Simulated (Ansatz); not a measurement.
Crystal: HPbNO4.

```
H Pb N O
1.0
     4.92453    0.00000    0.00000
     0.00000    5.59720    0.00000
     0.00000    0.00000    7.24347
H Pb N O
2 2 2 8
Direct
  0.00000 0.50000 0.19317
  0.50000 0.00000 0.80683
  0.50000 0.50000 0.95257
  0.00000 0.00000 0.04743
  0.00000 0.00000 0.63654
  0.50000 0.50000 0.36346
  0.00000 0.50000 0.05860
  0.50000 0.00000 0.94140
  0.00000 0.19569 0.72995
  0.00000 0.80431 0.72995
  0.00000 0.00000 0.46750
  0.50000 0.69569 0.27005
  0.50000 0.30431 0.27005
  0.50000 0.50000 0.53250
```

The cell was built by a generator and needn't be a form met in nature.

Base run:

* Program: Ansatz 0.2.0
* Functional: revPBE
* Potentials or basis: Ansatz PAW
* Cutoff: 420 eV
* Density cutoff: 1680 eV
* k mesh: 6 × 5 × 4
* Occupations: fermi-dirac, width 0.05 eV
* Spin: no spin polarisation

Its results: band gap on the k mesh 2.93 eV, indirect (least direct gap 3.04 eV); pressure 2.1 GPa; largest force 0.224 eV/Å.

The run is repeated on the same cell with these changes: functional from revPBE to PBE; potentials or basis from Ansatz PAW to Ansatz NC; cutoff from 420 eV to 1240 eV; density cutoff from 1680 eV to 4960 eV. What comes out?

Band gap on the k mesh 2.85 eV, indirect (least direct gap 2.98 eV); pressure 0.0 GPa; largest force 0.046 eV/Å.

Caveats: spin-orbit coupling is left out, which as a rule narrows the gap of such compounds by several tenths of an eV; the potentials were made for another functional, which shifts forces and pressure (some runs); the k mesh misses the band edges, so the gap on the mesh is wider than the one along the path (some runs); the PAW data sets come from PBE, with cores solved anew for the run's functional, which leaves a small shift of forces and pressure (some runs); odd divisions of the mesh miss points on the zone boundary, where band edges often lie, so the gap on the mesh can be too wide (some runs).

Not every run made on this cell is shown here.
